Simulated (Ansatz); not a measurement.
# F2H2S2Sn: how energies converge with the basis set

The task here is to estimate one member of a computed series from the others.

Program: Ansatz 0.2.0, Gaussian basis. Level of theory: one geometry, several basis sets. These are calculated values, not measurements.

Plan: PBE0-D4/def2-SVP; ωB97M-V/def2-SVP; PBE0-D4/def2-QZVPP; ωB97M-V/def2-QZVPP; the functionals' def2-TZVPP values are taken from earlier runs.

## The geometry

The geometry comes from an earlier relaxation with PBE0-D4 in a triple-zeta def2 set; it is a stationary point, not always the lowest conformer. Sn takes the def2 core potential; no spin-orbit term is included.

SMILES `[F][Sn]([F])([SH])[SH]`, 7 atoms, charge 0, spin multiplicity 1.

Atoms are counted from 1 here; the program's logs count them from 0.

Bond lengths: F1–Sn2 1.902 Å, Sn2–F3 1.906 Å, Sn2–S4 2.359 Å, Sn2–S5 2.362 Å, S4–H6 1.346 Å, S5–H7 1.346 Å. Angles: F1–Sn2–F3 102.6°, F1–Sn2–S4 105.1°, F1–Sn2–S5 112.8°, F3–Sn2–S4 113.0°, F3–Sn2–S5 105.0°, S4–Sn2–S5 117.6°, Sn2–S4–H6 91.6°, Sn2–S5–H7 90.4°.

Geometry (Å):

```xyz
7

F     0.24621   -2.25995    0.56225
Sn    0.07887   -0.39470    0.23242
F     1.62950    0.31795    1.08206
S    -1.92800    0.23888    1.29721
S     0.32671    0.15677   -2.05138
H    -1.92029    1.43646    0.68368
H     1.62831    0.43648   -1.85194
```

The first run:

File in.yaml:

```yaml
crystal:
  periodic: [false, false, false]
  atoms:
    - {symbol: F, position_ang: [0.246208, -2.259952, 0.562249]}
    - {symbol: Sn, position_ang: [0.078870, -0.394699, 0.232416]}
    - {symbol: F, position_ang: [1.629498, 0.317952, 1.082064]}
    - {symbol: S, position_ang: [-1.928003, 0.238880, 1.297214]}
    - {symbol: S, position_ang: [0.326712, 0.156773, -2.051382]}
    - {symbol: H, position_ang: [-1.920290, 1.436461, 0.683679]}
    - {symbol: H, position_ang: [1.628306, 0.436484, -1.851939]}
basis:
  gaussian: {orbitals: def2-SVP}
hamiltonian: {xc: pbe0, dispersion: d4}
output: {orbitals: {seedname: orbitals}}
```

Steps of the session up to this table: PBE0-D4 in def2-SVP; ωB97M-V in def2-SVP; PBE0-D4 in def2-QZVPP; ωB97M-V in def2-QZVPP.

One table of the session follows, with a row left open; its other results are not shown here.

It belongs to the step «Functionals by basis». 

| functional | basis | HOMO (eV) | LUMO (eV) |
| --- | --- | --- | --- |
| PBE0-D4 | def2-SVP | -8.38 | -2.29 |
| PBE0-D4 | def2-TZVPP | -8.50 | -2.47 |
| PBE0-D4 | def2-QZVPP | -8.51 | -2.51 |
| ωB97M-V | def2-SVP | -10.55 | -0.17 |
| ωB97M-V | def2-TZVPP | -10.70 | -0.45 |
| ωB97M-V | def2-QZVPP | ? | ? |

Q: Estimate the row for ωB97M-V, def2-QZVPP from the others.

The run gave: HOMO (eV): -10.72; LUMO (eV): -0.58. In the column «HOMO (eV)» it is the lowest.
